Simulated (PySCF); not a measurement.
**W²⁺, W³⁺: ionisation energy in cc-pVDZ-PP with ECP60**

Each state of tungsten is computed at each level; their differences give the ionisation energy. How far do the methods differ?

Program: PySCF 2.14.0. Level of theory: unrestricted determinants in a Gaussian basis, no spin-orbit coupling in the energies. These are calculated values, not measurements, unless marked.

**1. What is computed**

| Property | Result |
| --- | --- |
| Element | tungsten (Z = 74) |
| Basis | cc-pVDZ-PP with ECP60MDF (4s4p3d1f, 38 functions) |
| Hamiltonian | a scalar-relativistic core potential |
| State 1 | W²⁺: [Xe] 4f14 5d4, high-spin 5D determinant |
| State 2 | W³⁺: [Xe] 4f14 5d3, high-spin 4F determinant |
| Methods | UHF, B3LYP, TPSS, MP2 |
| Core shells frozen in the correlated runs | valence: 5s2 5p6 (for W²⁺) |

Outer shells as boxes (Hund's rule):

W2+ [Xe] 4f14 5d4
```
[Xe] core
4f [↑↓][↑↓][↑↓][↑↓][↑↓][↑↓][↑↓]
5d [↑ ][↑ ][↑ ][↑ ][  ]
```

W3+ [Xe] 4f14 5d3
```
[Xe] core
4f [↑↓][↑↓][↑↓][↑↓][↑↓][↑↓][↑↓]
5d [↑ ][↑ ][↑ ][  ][  ]
```

The runs were made by one driver on top of PySCF. The scripts below sum up each run's settings (the driver also hands on starting orbitals that pick excited configurations, and frozen orbitals as a list rather than a count), and the logs come from the driver's own runs. The driver starts from symmetry-adapted Hartree-Fock orbitals, holds the occupation by maximum overlap and uses a logarithmic radial grid for functionals, so a plain start would take other cycles.

The driver's launch:

```bash
> OMP_NUM_THREADS=1 python atomrun2.py TASK.json OUT
```

The integrals over 38 functions and the set-up took 0.09 s of CPU time.

**2. W²⁺, method by method**

Level: UHF.

input.py

```python
from pyscf import gto, scf, dft, mp, cc
import basis_set_exchange as bse
txt = bse.get_basis("cc-pVDZ-PP", elements=["W"], fmt="nwchem", header=False)
cut = txt.index("\nECP")
mol = gto.M(atom="W 0 0 0", charge=2, spin=4, symmetry="D2h",
            basis=gto.basis.parse(txt[:cut]),
            ecp={"W": gto.basis.parse_ecp(txt[cut:])})
mf = scf.UHF(mol)
mf.irrep_nelec = {'Ag': (2, 1), 'B1g': (1, 0), 'B2g': (1, 0), 'B3g': (1, 0), 'B1u': (1, 1), 'B2u': (1, 1), 'B3u': (1, 1)}
mf.kernel()
```

Level: B3LYP.

input.py, as changed from the run before:

```diff
@@ -7,3 +7,3 @@
             ecp={"W": gto.basis.parse_ecp(txt[cut:])})
-mf = scf.UHF(mol)
+mf = dft.UKS(mol, xc="B3LYP")
 mf.irrep_nelec = {'Ag': (2, 1), 'B1g': (1, 0), 'B2g': (1, 0), 'B3g': (1, 0), 'B1u': (1, 1), 'B2u': (1, 1), 'B3u': (1, 1)}
```

Level: TPSS.

input.py, as changed from the run before:

```diff
@@ -7,3 +7,3 @@
             ecp={"W": gto.basis.parse_ecp(txt[cut:])})
-mf = dft.UKS(mol, xc="B3LYP")
+mf = dft.UKS(mol, xc="TPSS")
 mf.irrep_nelec = {'Ag': (2, 1), 'B1g': (1, 0), 'B2g': (1, 0), 'B3g': (1, 0), 'B1u': (1, 1), 'B2u': (1, 1), 'B3u': (1, 1)}
```

Level: MP2 (valence).

input.py, as changed from the run before:

```diff
@@ -7,4 +7,5 @@
             ecp={"W": gto.basis.parse_ecp(txt[cut:])})
-mf = dft.UKS(mol, xc="TPSS")
+mf = scf.UHF(mol)
 mf.irrep_nelec = {'Ag': (2, 1), 'B1g': (1, 0), 'B2g': (1, 0), 'B3g': (1, 0), 'B1u': (1, 1), 'B2u': (1, 1), 'B3u': (1, 1)}
 mf.kernel()
+mp.UMP2(mf, frozen=4).kernel()
```

**3. W³⁺: the ladder of methods**

Level: UHF.

input.py

```python
from pyscf import gto, scf, dft, mp, cc
import basis_set_exchange as bse
txt = bse.get_basis("cc-pVDZ-PP", elements=["W"], fmt="nwchem", header=False)
cut = txt.index("\nECP")
mol = gto.M(atom="W 0 0 0", charge=3, spin=3, symmetry="D2h",
            basis=gto.basis.parse(txt[:cut]),
            ecp={"W": gto.basis.parse_ecp(txt[cut:])})
mf = scf.UHF(mol)
mf.irrep_nelec = {'Ag': (1, 1), 'B1g': (1, 0), 'B2g': (1, 0), 'B3g': (1, 0), 'B1u': (1, 1), 'B2u': (1, 1), 'B3u': (1, 1)}
mf.kernel()
```

Level: B3LYP.

input.py, as changed from the run before:

```diff
@@ -7,3 +7,3 @@
             ecp={"W": gto.basis.parse_ecp(txt[cut:])})
-mf = scf.UHF(mol)
+mf = dft.UKS(mol, xc="B3LYP")
 mf.irrep_nelec = {'Ag': (1, 1), 'B1g': (1, 0), 'B2g': (1, 0), 'B3g': (1, 0), 'B1u': (1, 1), 'B2u': (1, 1), 'B3u': (1, 1)}
```

Level: TPSS.

input.py, as changed from the run before:

```diff
@@ -7,3 +7,3 @@
             ecp={"W": gto.basis.parse_ecp(txt[cut:])})
-mf = dft.UKS(mol, xc="B3LYP")
+mf = dft.UKS(mol, xc="TPSS")
 mf.irrep_nelec = {'Ag': (1, 1), 'B1g': (1, 0), 'B2g': (1, 0), 'B3g': (1, 0), 'B1u': (1, 1), 'B2u': (1, 1), 'B3u': (1, 1)}
```

Level: MP2 (valence).

input.py, as changed from the run before:

```diff
@@ -7,4 +7,5 @@
             ecp={"W": gto.basis.parse_ecp(txt[cut:])})
-mf = dft.UKS(mol, xc="TPSS")
+mf = scf.UHF(mol)
 mf.irrep_nelec = {'Ag': (1, 1), 'B1g': (1, 0), 'B2g': (1, 0), 'B3g': (1, 0), 'B1u': (1, 1), 'B2u': (1, 1), 'B3u': (1, 1)}
 mf.kernel()
+mp.UMP2(mf, frozen=4).kernel()
```

Q: Predict the outcome of this session.

The runs gave:

| quantity | value |
| --- | --- |
| ionisation energy, W²⁺ | UHF 24.785, MP2 (valence) 25.167 eV; reference 26 ± 0.4 |

**Reading.** The methods span 1.097 eV, from UHF (24.785) to B3LYP (25.882). The reference is uncertain or not like for like (spin-orbit coupling or other relativistic terms), so no ranking of close methods is drawn. The basis is finite, and no extrapolation was made.
